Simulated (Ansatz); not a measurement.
# Bi2TeSe2 (Skippenite): the cost of one run

Computed with the Python package of Ansatz 0.2.0. Level of theory: DFT PBEsol, plane waves, PAW.

## 1. The system

It takes space group R-3m (No. 166, trigonal). Conventional cell: a = 4.183 Å, b = 4.183 Å, c = 29.137 Å, α = 90.00°, β = 90.00°, γ = 120.00°. Around Bi (site symmetry 3m) lie 3 Se at 2.93 Å and 3 Te at 3.06 Å. Te (site symmetry -3m) is surrounded by 6 Bi at 3.06 Å. Se (site symmetry 3m) is surrounded by 3 Bi at 2.93 Å.

The script holds or builds the structure itself.

## 2. The script

vcrelax.py reads:

```python
import ansatz
import matplotlib.pyplot as plt
import numpy as np

def edges_and_angles(cell):
    cell = np.asarray(cell)
    a, b, c = np.linalg.norm(cell, axis=1)
    cosines = cell[1] @ cell[2] / (b * c), cell[0] @ cell[2] / (a * c), cell[0] @ cell[1] / (a * b)
    return (a, b, c, *np.degrees(np.arccos(cosines)))


def main() -> None:
    cell = (
        ansatz.Lattice.from_parameters(4.183, 4.183, 29.137, alpha=90, beta=90, gamma=120)
        .space_group(166)
        .atom("Bi", [1 / 3, 2 / 3, 0.064727])
        .atom("Te", [0.0, 0.0, 0.0])
        .atom("Se", [0.0, 0.0, 0.2116])
        .primitive()
    )

    setup = (
        cell.calculation()
        .functional(ansatz.Functional.PBESOL)
        .pseudopotentials("paw")
        .kpoints(6)
        .occupations("fixed")
        .relax(max_steps=40, fix_cell=["volume"])
    )
    steps = []


    def collect(event):
        if event["event"] == "relax_step":
            steps.append(event["data"])


    out = setup.session().plan().execute(on_event=collect)
    summary = out.report
    for s in steps:
        flag = "" if s["accepted"] else "  (rejected)"
        print("step %2d  E = %.5f eV  largest force component = %.4f eV/A%s" % (s["step"], s["lagrangian_ev"], s["allowed_force_max_ev_ang"], flag))

    first, last = steps[0], steps[-1]
    symbols = [site.symbol for site in out.lattice.sites]
    print(f"energy gained {first['lagrangian_ev'] - last['lagrangian_ev']:.4f} eV in {len(steps) - 1} steps")
    for label, vectors in (("before", first["cell_ang"]), ("after", out.lattice.cell_ang)):
        print(label, "a b c (A) {:.4f} {:.4f} {:.4f}  angles {:.2f} {:.2f} {:.2f}".format(*edges_and_angles(vectors)), f" V = {abs(np.linalg.det(vectors)):.3f} A^3")
    print("final stress xx yy zz (GPa, compression positive):", np.round(np.diag(summary["stress_gpa"]), 3) + 0.0)

    print("atom   start x y z (A)              end x y z (A)")
    for symbol, a, b in zip(symbols, first["positions_ang"], last["positions_ang"]):
        print(f"{symbol:3s}", " ".join(f"{v:8.4f}" for v in a), "  ", " ".join(f"{v:8.4f}" for v in b))

    fig, (top, bottom) = plt.subplots(2, 1, sharex=True, figsize=(4.5, 4))
    top.plot([s["lagrangian_ev"] - last["lagrangian_ev"] for s in steps], "o-")
    top.set_ylabel("E - E(final) (eV)")
    bottom.semilogy([max(s["allowed_force_max_ev_ang"], 1e-6) for s in steps], "s-")
    bottom.set(xlabel="step", ylabel="largest force (eV/A)")
    fig.tight_layout()
    fig.savefig("relax.png", dpi=100)

    n_atoms = len(summary["lattice"]["sites"])
    print("F =", round(summary["free_energy_ev"], 4), "eV for", n_atoms, "atoms")
    print("E(sigma -> 0) =", round(summary["energy_sigma0_ev"], 4), "eV, TS =", round(summary["entropy_ts_ev"], 5), "eV")
    print("closed by", summary["closed_by"], "after", summary["n_iterations"], "iterations")


if __name__ == "__main__":
    main()
```

## 3. The run

Command:

```
> python vcrelax.py
```

What time and memory should one allow on 1 thread of Arm Neoverse V1, shared host?

About 70 s, with a peak of 0.62 GiB.
